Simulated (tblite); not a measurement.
# C5H14GeSi2: the cost of one run

Computed with tblite 0.8.0 and PySCF 2.14.0, with density-fitted response routines of our own, on a single molecule in the gas phase. Atoms count from 0, in the outputs and in this text.

### 1 The molecule as given

22 atoms, charge 0, multiplicity 1; geometry from: force field or distance geometry start.

Bonds of the start (Å): C0–C1 1.34, C1–Si2 1.80, Si2–C3 1.89, C3–C4 1.51, C4–C5 1.51, C4–Ge6 1.96, Ge6–Si7 2.35, Si7–Si2 2.27, C0–H8 1.10, C0–H9 1.09, C1–H10 1.10, Si2–H11 1.45, C3–H12 1.11, C3–H13 1.11, C4–H14 1.11, C5–H15 1.14, C5–H16 1.12, C5–H17 1.11, Ge6–H18 1.56, Ge6–H19 1.52, Si7–H20 1.44, Si7–H21 1.46.

### 2 Relaxing the molecule with GFN2-xTB

The job: settings as JSON, then the geometry in Å.

```
{"job": {"kind": "relax", "xc": "GFN2-xTB", "basis": "xTB"}, "charge": 0, "multiplicity": 1}
C      3.441100    -0.674900     0.265200
C      2.784300     0.461500     0.554000
Si     1.004600     0.563700     0.812300
C      0.033300    -0.837300    -0.010100
C     -1.421400    -0.561300     0.264900
C     -2.350600    -1.651100    -0.198600
Ge    -1.910700     1.069200    -0.715000
Si     0.151900     2.182600    -0.534800
H      2.905600    -1.632900     0.149300
H      4.519000    -0.622600     0.144100
H      3.392000     1.373600     0.663300
H      0.574000     0.765300     2.184600
H      0.253700    -0.882100    -1.097400
H      0.347200    -1.785700     0.475600
H     -1.523700    -0.312000     1.341500
H     -2.930300    -2.030300     0.701700
H     -1.815800    -2.499100    -0.690600
H     -3.055500    -1.226900    -0.942900
H     -2.980800     1.862100     0.091700
H     -2.300300     0.808600    -2.163500
H      0.035500     3.461600     0.125500
H      0.836500     2.187600    -1.822200
```

The run is started by

```bash
$ OMP_NUM_THREADS=1 python probes_run.py task.json out
```

The driver reads the jobs from task.json and runs them one after another.

Q: Estimate the wall time and peak memory of this first job on 1 thread of Arm Neoverse N1, shared host.

About 2.5 s, with a peak of 0.18 GiB.
